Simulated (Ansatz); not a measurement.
A nudged elastic band was laid between two geometries of a periodic cell of 17 atoms, W8C8F (surface WC(001), adsorbate F).

Level of theory: DFT LDA, scalar-relativistic, plane waves, PAW (Ansatz 0.2.0). Settings: PAW set soft_1, cutoff 420 eV, k mesh 4x4x1, gaussian smearing 0.15 eV, no spin polarisation.

```json
{
  "movable images": "5",
  "climbing image": "yes",
  "spring": "5.0 eV/Å²",
  "optimiser": "quadratic models (default)",
  "start path": "IDPP",
  "force threshold": "0.05 eV/Å",
  "iteration limit": "80",
  "end points": "relaxed",
  "atoms held": "1, 5, 9, 13"
}
```

Initial state:

```xyz
17
Lattice="5.8117 0.0000 0.0000 -2.9058 5.0330 0.0000 0.0000 0.0000 17.2565" Properties=species:S:1:pos:R:3
W 0.000 0.000 1.000
C 1.452 0.839 2.290
W -0.001 0.000 3.811
C 1.467 0.847 4.897
W -1.453 2.517 1.000
C 0.000 3.356 2.323
W -1.461 2.512 3.800
C -0.002 3.356 5.036
W 2.906 0.000 1.000
C 4.359 0.838 2.290
W 2.905 0.009 3.800
C 4.343 0.848 4.895
W 1.453 2.517 1.000
C 2.906 3.356 2.290
W 1.460 2.512 3.801
C 2.905 3.338 4.896
F -0.006 3.357 6.346
```

Final state:

```xyz
17
Lattice="5.8117 0.0000 0.0000 -2.9058 5.0330 0.0000 0.0000 0.0000 17.2565" Properties=species:S:1:pos:R:3
W 0.000 0.000 1.000
C 1.453 0.840 2.290
W 0.007 -0.004 3.801
C 1.452 0.822 4.896
W -1.453 2.517 1.000
C 0.000 3.355 2.290
W -1.453 2.526 3.800
C -0.016 3.365 4.895
W 2.906 0.000 1.000
C 4.358 0.839 2.323
W 2.897 -0.004 3.800
C 4.357 0.839 5.036
W 1.453 2.517 1.000
C 2.905 3.355 2.290
W 1.452 2.517 3.811
C 2.920 3.364 4.897
F 1.447 5.873 6.346
```

Task: Which bonds break or form, and what moves?

Result: The atom that moves furthest is F17, by 2.91 Å; four of its nearest neighbours are C8 1.31, W7 3.05, W11 3.05, W15 3.06 Å at the first end and C12 1.31, W11 3.05, W7 3.05, W3 3.06 Å at the last.

Task: Give the energies along the band, and the barrier.

Result: The forces met the threshold. The highest image is number 3 of 0 to 6, 2.55 eV above the ends, which have the same energy within 2 meV. Neighbouring images differ by up to 1.3 eV, so the band resolves the path poorly. By the program's own check the climbing image is a first-order saddle point (lowest curvatures found: -8.53 and 1.25 eV/Å²). Limits of this set-up: coarse k mesh, thin slab, slab without dipole correction, odd electron count without spin, PAW files made for another functional, a typed lattice constant that wasn't relaxed here.

```
image  path coordinate (Å)  energy (eV)  C8–F17 (Å)  C12–F17 (Å)
    0                 0.00         0.00        1.31         3.25
    1                 0.56         0.27        1.31         2.85
    2                 1.13         1.27        1.41         2.38
    3                 1.70         2.55        1.97         1.97
    4                 2.26         1.27        2.38         1.41
    5                 2.83         0.27        2.85         1.31
    6                 3.39         0.00        3.25         1.31
```

Task: What is the geometry of the highest image?

Result: 
```xyz
17
Lattice="5.8117 0.0000 0.0000 -2.9058 5.0330 0.0000 0.0000 0.0000 17.2565" Properties=species:S:1:pos:R:3:forces:R:3
W 0.000 0.000 1.000 -0.05 0.04 -0.06
C 1.468 0.830 2.287 0.00 0.00 0.00
W 0.000 -0.021 3.797 0.00 0.00 0.00
C 1.386 0.877 4.869 0.00 0.00 0.00
W -1.453 2.517 1.000 0.08 -0.04 0.00
C -0.003 3.370 2.298 0.00 0.00 0.00
W -1.482 2.534 3.802 -0.01 0.01 0.00
C -0.001 3.297 4.884 0.00 0.00 0.00
W 2.906 0.000 1.000 0.04 -0.02 0.10
C 4.345 0.834 2.299 0.00 0.00 0.00
W 2.899 0.004 3.819 0.00 0.00 -0.02
C 4.409 0.870 4.884 0.00 -0.01 0.01
W 1.453 2.517 1.000 -0.06 0.03 -0.06
C 2.909 3.353 2.275 0.00 0.00 0.01
W 1.471 2.527 3.797 0.00 0.00 0.00
C 2.880 3.370 4.934 0.00 0.00 0.00
F 0.267 4.880 6.023 0.00 0.00 0.03
```

Run time: 21 min on 4 threads of Arm Neoverse V2 (shared host), peak memory 3.3 GiB.
